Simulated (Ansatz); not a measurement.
**C₂H₁₀OSi₂: up Jacob's ladder to CCSD(T)**

One table from this session's results is given with a row withheld; the runs are named, their logs left out.

Method: functionals in def2-TZVPP, the program's frozen cores in correlated methods; program: Ansatz 0.2.0, Gaussian basis.

Plan: LDA (SPW92), PBE-D4, revPBE-D4, BLYP-D4, r2SCAN-D4, B97M-V, PBE0-D4, B3LYP-D4, r2SCANh-D4, r2SCAN0-D4, HSE06-D4, BHLYP-D4, CAM-B3LYP-D4, LC-ωPBE, ωB97X-V, ωB97M-V, B2PLYP, PBE-QIDH; CCSD(T)/def2-SVP; CCSD(T)/def2-TZVPP; MP2/def2-QZVPP; extrapolation to the limit; RPA on PBE.

## The geometry

An earlier PBE0-D4 in a triple-zeta def2 set relaxation fixed the geometry.

15 atoms, charge 0, spin multiplicity 1.

Atoms are counted from 1 here; the program's logs count them from 0.

Bond lengths: O1–Si2 1.650 Å, O1–H6 0.959 Å, Si2–C3 1.874 Å, Si2–H7 1.484 Å, Si2–H8 1.494 Å, C3–C4 1.534 Å, C3–H9 1.098 Å, C3–H10 1.096 Å, C4–Si5 1.878 Å, C4–H11 1.097 Å, C4–H12 1.096 Å, Si5–H13 1.487 Å, Si5–H14 1.487 Å, Si5–H15 1.494 Å. Angles: Si2–O1–H6 117.3°, O1–Si2–C3 113.3°, O1–Si2–H7 105.3°, O1–Si2–H8 110.7°, C3–Si2–H7 109.5°, C3–Si2–H8 108.1°, H7–Si2–H8 109.8°, Si2–C3–C4 116.3°, Si2–C3–H9 106.0°, Si2–C3–H10 107.9°, C4–C3–H9 109.7°, C4–C3–H10 110.7°, H9–C3–H10 105.7°, C3–C4–Si5 116.1°, C3–C4–H11 110.3°, C3–C4–H12 110.5°, Si5–C4–H11 106.2°, Si5–C4–H12 107.6° and more.

The first run:

in.yaml

```yaml
crystal:
  periodic: [false, false, false]
  atoms:
    - {symbol: O, position_ang: [-1.575347, 1.267226, -1.187274]}
    - {symbol: Si, position_ang: [-0.754110, -0.073780, -1.685685]}
    - {symbol: C, position_ang: [-0.231314, -1.190407, -0.275048]}
    - {symbol: C, position_ang: [0.921254, -0.683710, 0.600640]}
    - {symbol: Si, position_ang: [0.561829, 0.840916, 1.636423]}
    - {symbol: H, position_ang: [-1.084123, 1.924487, -0.690656]}
    - {symbol: H, position_ang: [-1.694708, -0.801864, -2.572253]}
    - {symbol: H, position_ang: [0.468976, 0.310135, -2.452054]}
    - {symbol: H, position_ang: [0.045859, -2.148530, -0.734652]}
    - {symbol: H, position_ang: [-1.117746, -1.400160, 0.334961]}
    - {symbol: H, position_ang: [1.236836, -1.464404, 1.303072]}
    - {symbol: H, position_ang: [1.802557, -0.465963, -0.013869]}
    - {symbol: H, position_ang: [1.693626, 1.116063, 2.560637]}
    - {symbol: H, position_ang: [-0.685260, 0.667836, 2.427817]}
    - {symbol: H, position_ang: [0.389970, 2.051156, 0.777342]}
basis:
  gaussian: {orbitals: def2-TZVPP}
hamiltonian: {xc: lda}
output: {orbitals: {seedname: orbitals}}
```

Command:

```
$ ansatz run in.yaml --threads 2 --pin off --events-out ev --progress --plain --max-ram 32768MiB --backend cuda --devices 0, --max-vram 18GiB
```

Steps of the session up to this table: LDA; PBE-D4 (GGA); revPBE-D4 (GGA); BLYP-D4 (GGA); r2SCAN-D4 (meta-GGA); B97M-V (meta-GGA); B3LYP-D4 (hybrid); r2SCANh-D4 (hybrid); r2SCAN0-D4 (hybrid); HSE06-D4 (hybrid); BHLYP-D4 (hybrid); CAM-B3LYP-D4 (range-separated); LC-ωPBE (range-separated); ωB97X-V (range-separated); ωB97M-V (range-separated); B2PLYP (double hybrid); PBE-QIDH (double hybrid).

One of the session's tables, all rows but one given; the rest of the session is left out.

It belongs to the step «Frontier levels by functional». 

| functional | HOMO (eV) | gap (eV) |
| --- | --- | --- |
| LDA (SPW92) | -6.81 | 5.92 |
| PBE-D4 | -6.71 | 6.09 |
| revPBE-D4 | -6.66 | 6.18 |
| BLYP-D4 | ? | ? |
| r2SCAN-D4 | -7.01 | 6.82 |
| B97M-V | -7.17 | 6.67 |
| PBE0-D4 | -8.07 | 8.30 |
| B3LYP-D4 | -7.88 | 7.88 |
| r2SCANh-D4 | -7.52 | 7.60 |
| r2SCAN0-D4 | -8.27 | 8.76 |
| HSE06-D4 | -7.67 | 7.53 |
| BHLYP-D4 | -9.37 | 10.41 |
| CAM-B3LYP-D4 | -9.47 | 10.63 |
| LC-ωPBE | -10.78 | 13.14 |
| ωB97X-V | -10.46 | 12.65 |
| ωB97M-V | -10.33 | 12.17 |

Q: Estimate the row for BLYP-D4 from the others.

Worked estimate for «HOMO (eV)». Against the share of exact exchange, B3LYP-D4 (0.2, -7.88), BHLYP-D4 (0.5, -9.37) give a slope of -4.97 per unit share; at 0 the line stands at -6.89.

The run gave: HOMO (eV): -6.62; gap (eV): 6.12. In «HOMO (eV)» the line misses by -0.27.
